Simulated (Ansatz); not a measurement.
# F3PSi: the cost of one run

Program: Ansatz 0.2.0. Level of theory: unrestricted Hartree-Fock, Gaussian basis aug-cc-pV(T+d)Z, and further levels as typed in the inputs. These are calculated values, not measurements.

## Step 1: The system as given

Bond lengths: Si1–P2 2.250 Å, Si1–F3 1.561 Å, Si1–F4 1.585 Å, Si1–F5 1.585 Å. Angles: P2–Si1–F3 111.2°, P2–Si1–F4 110.9°, P2–Si1–F5 110.8°, F3–Si1–F4 108.7°, F3–Si1–F5 107.9°, F4–Si1–F5 107.2°.

Coordinates:

```xyz
5

Si    0.0169   -0.0047    0.0003
P     0.0041   -0.0079    2.2500
F     1.4750   -0.0175   -0.5560
F    -0.7315    1.2712   -0.5679
F    -0.7325   -1.2800   -0.5686
```

## Step 2: Relaxing the atoms: F3PSi

The input, input.yaml:

```yaml
relax:
  f_tol: 0.001
  max_steps: 200
crystal:
  periodic: [false, false, false]
  atoms:
    - { symbol: Si, position_ang: [0.016905, -0.004659, 0.000328] }
    - { symbol: P, position_ang: [0.004075, -0.007889, 2.250021] }
    - { symbol: F, position_ang: [1.475048, -0.017547, -0.556045] }
    - { symbol: F, position_ang: [-0.731524, 1.271183, -0.567937] }
    - { symbol: F, position_ang: [-0.732476, -1.28005, -0.568649] }
magnetization:
  spin_polarized: true
  initial_magnetization: 2
basis:
  gaussian: { orbitals: "aug-cc-pV(T+d)Z.json" }
hamiltonian:
  xc: hf
```

The run is started by

```bash
$ ansatz run input.yaml --threads 4 --pin off --max-ram 8192MiB --backend cpu --events-out ev --progress --plain --runs-dir out
```

What time and memory should one allow on 4 threads of Arm Neoverse N1, shared host?

About 66 s, with a peak of 0.96 GiB.
